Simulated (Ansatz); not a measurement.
Here is an Ansatz 0.2.0 calculation.

Contents of input.yaml:

```yaml
crystal:
  lattice:
    - [4.77089, 0.0, 0.00513]
    - [0.0, 5.82454, 0.0]
    - [-1.98628, 0.0, 7.25051]
  atoms:
    - { symbol: Ta, position: [0.61339, 0.5, 0.76042] }
    - { symbol: Ta, position: [0.38661, 0.5, 0.23958] }
    - { symbol: Ta, position: [0.16615, 0.0, 0.79875] }
    - { symbol: Ta, position: [0.83385, 0.0, 0.20125] }
    - { symbol: Ni, position: [0.5, 0.0, 0.5], spin: 1.0 }
    - { symbol: O, position: [0.33278, 0.79913, 0.65053] }
    - { symbol: O, position: [0.66722, 0.79913, 0.34947] }
    - { symbol: O, position: [0.90047, 0.25786, 0.80718] }
    - { symbol: O, position: [0.09953, 0.25786, 0.19282] }
    - { symbol: O, position: [0.66722, 0.20087, 0.34947] }
    - { symbol: O, position: [0.33278, 0.20087, 0.65053] }
    - { symbol: O, position: [0.09953, 0.74214, 0.19282] }
    - { symbol: O, position: [0.90047, 0.74214, 0.80718] }
    - { symbol: O, position: [0.5, 0.5, 0.0] }
    - { symbol: O, position: [0.5, 0.0, 0.0] }
    - { symbol: O, position: [0.5, 0.5, 0.5] }
hamiltonian:
  xc: blyp
  pseudopotentials: { kind: paw }
magnetization:
  spin_polarized: true
kpoints:
  mp_grid: { grid: [4, 4, 3] }
scf:
  occupations: { method: fermi_dirac, width: 0.05 }
output:
  forces: true
  stress: true
  eigenvalues: true
relax:
  f_tol: 0.01
  max_steps: 40
  cell: { stress_tol: 0.05 }
```

Potentials or basis: Ansatz PAW.

The run is started by

```console
$ ansatz run input.yaml --threads 8 --pin off --max-ram 20480MiB --backend cpu --events-out ev --progress --plain --runs-dir out
```

Question: What does it give for the relaxed volume?

Answer: 12.95 Å³/atom.

Question: What does it give for the net moment?

Answer: 0.00 μB per cell.

Question: What does it give for the relaxed cell?

Answer: a = 4.822 Å, b = 5.874 Å, c = 7.574 Å, α = 90.00°, β = 104.96°, γ = 90.00°.

Forces on the atoms (eV/Å):
```
Ta  -0.001  0.000 -0.001
Ta   0.001  0.000  0.001
Ta   0.002  0.000 -0.002
Ta  -0.002  0.000  0.002
Ni   0.000  0.000  0.000
O    0.000  0.000  0.000
O    0.000  0.000  0.000
O   -0.001  0.002  0.000
O    0.001  0.002  0.000
O    0.000  0.000  0.000
O    0.000  0.000  0.000
O    0.001 -0.002  0.000
O   -0.001 -0.002  0.000
O    0.000  0.000  0.000
O    0.000  0.000  0.000
O    0.000  0.000  0.000
```

Caveat: odd divisions of the mesh miss points on the zone boundary, where band edges often lie, so the gap on the mesh can be too wide; the plane-wave basis is chosen anew once the cell has moved, so the energies of steps on either side of that aren't comparable; the pressure holds a Pulay correction of +0.8 GPa for the finite cutoff; spin-orbit coupling is left out, which moves the levels of the heavy elements; the PAW data sets come from PBE, with cores solved anew for the run's functional, which leaves a small shift of forces and pressure; the starting moments weren't kept.
